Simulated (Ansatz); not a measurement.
**LaTaSe3, relaxed**

The start is LaTaSe3, a structure type of another compound, with these elements put in. Where does it settle when we relax cell and atoms, and what is it like there?

Program: Ansatz 0.2.0. Level of theory: DFT, r2SCAN, no spin polarisation, plane waves, PAW. These are calculated values, not measurements.

## (1) Geometry

It takes space group P6_3/mmc (No. 194, hexagonal). Conventional cell: a = 6.977 Å, b = 6.977 Å, c = 5.854 Å, α = 90.00°, β = 90.00°, γ = 120.00°. La (site symmetry -6m2) has 12 Se at 3.49 to 3.54 Å as nearest neighbours. Se (site symmetry mm2) is surrounded by 2 Ta at 2.51 Å and 4 La at 3.49 to 3.54 Å. Around Ta (site symmetry -3m) lie 6 Se at 2.51 Å.

Its coordinates follow in the input file.

The first density is read from a saved solution for the starting cell.

## (2) The relaxation

input.yaml

```yaml
crystal:
  lattice:
    - [6.976843, 0.0, 0.0]
    - [-3.488422, 6.042123, 0.0]
    - [0.0, 0.0, 5.853781]
  atoms:
    - { symbol: La, position: [0.3333, 0.6667, 0.75] }
    - { symbol: La, position: [0.6666, 0.3333, 0.25] }
    - { symbol: Se, position: [0.1686, 0.3372, 0.25] }
    - { symbol: Se, position: [0.8314, 0.1686, 0.75] }
    - { symbol: Se, position: [0.6628, 0.8314, 0.25] }
    - { symbol: Se, position: [0.8314, 0.6628, 0.75] }
    - { symbol: Se, position: [0.1686, 0.8314, 0.25] }
    - { symbol: Se, position: [0.3372, 0.1686, 0.75] }
    - { symbol: Ta, position: [0.0, 0.0, 0.0] }
    - { symbol: Ta, position: [0.0, 0.0, 0.5] }
  symmetry: { tolerance: 0.0003 }
kpoints:
  mp_grid: { grid: [6, 6, 6], shift: [0, 0, 0] }
magnetization:
  spin_polarized: false
scf:
  occupations: { method: fermi_dirac, width: 0.0223 }
  lower_state_search: "off"
hamiltonian:
  pseudopotentials: { kind: paw }
  xc: r2scan
basis:
  ecutwfc: 500
  fft_grid_basis: typed
relax:
  max_steps: 60
  cell: { p_target: 0.0 }
output:
  forces: true
  stress: true
  eigenvalues: true
  bader: true
  populations: true
  elf: true
  write_potential: true
  volumetric_format: npy
  dos:
    e_range: [-12, 8]
    de: 0.05
    projected: { site_lists: { La: [La], Se: [Se], Ta: [Ta] } }
checkpoint:
  read: saved_state
```

The run is started by

```sh
ansatz run input.yaml --threads 2 --pin off --max-ram 3584MiB --backend cpu --events-out ev --progress --plain --runs-dir out
```

**Question.** What will these runs give? Wanted: moves; energy gained; largest move; cell; volume; pressure at the end; character; Bader charges.

As calculated:

```
                                                 quantity                                                                       value
                                                    moves                                                                           4
                                            energy gained                                                              137.6 meV/atom
                                             largest move                                                                 0.16 Å (Se)
                     space group (0.01 Å), before / after                                                         P6_3/mmc / P6_3/mmc
                                                     cell  a = 7.080 Å, b = 7.080 Å, c = 5.510 Å, α = 90.00°, β = 90.00°, γ = 120.00°
                                                   volume                                                      23.92 Å³/atom (-3.1 %)
                                      pressure at the end                                                                   -0.01 GPa
           formation energy (elements from separate runs)                                                               -1.31 eV/atom
                                                character                                                                       metal
density of states, mean within 0.25 eV of the Fermi level                                                         3.5 per eV per cell
                                            Bader charges                                     La +1.87, Se -1.11, Ta +1.46 to +1.47 e
```

In words: The volume shrank by 3.1 %, and the largest move of an atom is 0.16 Å apart from the change of the cell; the energy fell by 137.6 meV per atom. The run held to 24 symmetry operations, so a lower structure without them is not ruled out. It is a metal; within 0.25 eV of the Fermi level the density of states averages 3.5 per eV per cell, mostly Ta d (47 %), La f (24 %) and Se p (14 %). Set against separate runs on the elements (La dhcp, Se trigonal (grey) selenium, Ta bcc), it forms at -1.31 eV per atom, a bound cell by that test. By Bader's partition La gives up most (+1.87 e) and Se takes most (-1.11 e).
